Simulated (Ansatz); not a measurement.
# CH9NSn: the cost of one run

Method: PBE0-D4/def2-SVP; program: Ansatz 0.2.0, Gaussian basis.

2 further runs of the same task are left out: 2 that didn't finish.

## 1. The system as given

The start, a first-order saddle point found at PBE0-D4 in triple zeta: 12 atoms, charge 0, spin multiplicity 1.

Atoms are counted from 1 here; the program's logs count them from 0.

Bond lengths: Sn1–N2 2.176 Å, Sn1–H4 1.738 Å, Sn1–H5 1.700 Å, Sn1–H6 1.701 Å, N2–C3 1.457 Å, N2–H7 1.249 Å, N2–H9 1.017 Å, C3–H10 1.093 Å, C3–H11 1.094 Å, C3–H12 1.094 Å. Angles: N2–Sn1–H4 93.6°, N2–Sn1–H5 113.5°, N2–Sn1–H6 114.8°, H4–Sn1–H5 106.2°, H4–Sn1–H6 106.6°, H5–Sn1–H6 118.3°, Sn1–N2–C3 117.7°, Sn1–N2–H7 76.3°, Sn1–N2–H9 114.0°, C3–N2–H7 117.3°, C3–N2–H9 111.7°, H7–N2–H9 115.8°, N2–C3–H10 111.2°, N2–C3–H11 112.4°, N2–C3–H12 108.7°, H10–C3–H11 108.4°, H10–C3–H12 107.8°, H11–C3–H12 108.1°.

Geometry (Å):

```tsv
atom	x (Å)	y (Å)	z (Å)
Sn1	-0.5736	1.1772	0.8628
N2	0.1666	-0.7423	0.1554
C3	0.1585	-0.9841	-1.2817
H4	-2.2093	0.8523	0.3723
H5	-0.0500	2.4939	-0.0769
H6	-0.6003	1.3522	2.5542
H7	1.1798	-0.1945	0.6393
H8	1.6138	0.6979	1.1001
H9	-0.1944	-1.5399	0.6724
H10	0.6402	-1.9341	-1.5257
H11	-0.8536	-0.9928	-1.6980
H12	0.7224	-0.1861	-1.7744
```

## 2. The run

Input file md/in.yaml:

```yaml
crystal:
  periodic: [false, false, false]
  atoms:
    - {symbol: Sn, position_ang: [-0.573641, 1.177248, 0.862842]}
    - {symbol: N, position_ang: [0.166564, -0.742300, 0.155398]}
    - {symbol: C, position_ang: [0.158533, -0.984062, -1.281715]}
    - {symbol: H, position_ang: [-2.209338, 0.852287, 0.372342]}
    - {symbol: H, position_ang: [-0.050013, 2.493950, -0.076868]}
    - {symbol: H, position_ang: [-0.600281, 1.352199, 2.554237]}
    - {symbol: H, position_ang: [1.179831, -0.194466, 0.639303]}
    - {symbol: H, position_ang: [1.613809, 0.697903, 1.100059]}
    - {symbol: H, position_ang: [-0.194396, -1.539929, 0.672416]}
    - {symbol: H, position_ang: [0.640176, -1.934147, -1.525660]}
    - {symbol: H, position_ang: [-0.853577, -0.992787, -1.697975]}
    - {symbol: H, position_ang: [0.722433, -0.186096, -1.774378]}
basis:
  gaussian: {orbitals: def2-SVP}
hamiltonian: {xc: pbe0, dispersion: d4}
md: {n_steps: 60, timestep: 0.5, temperature: 1000, ensemble: nve, seed: 696, initial_velocities: maxwell_boltzmann}
```

Launch:

```console
> ansatz run in.yaml --threads 4 --pin off --events-out ev --progress --plain --max-ram 9574MiB
```

**Question.** How long does this run take on 4 threads of Arm Neoverse V1, shared host?

About 96 s.
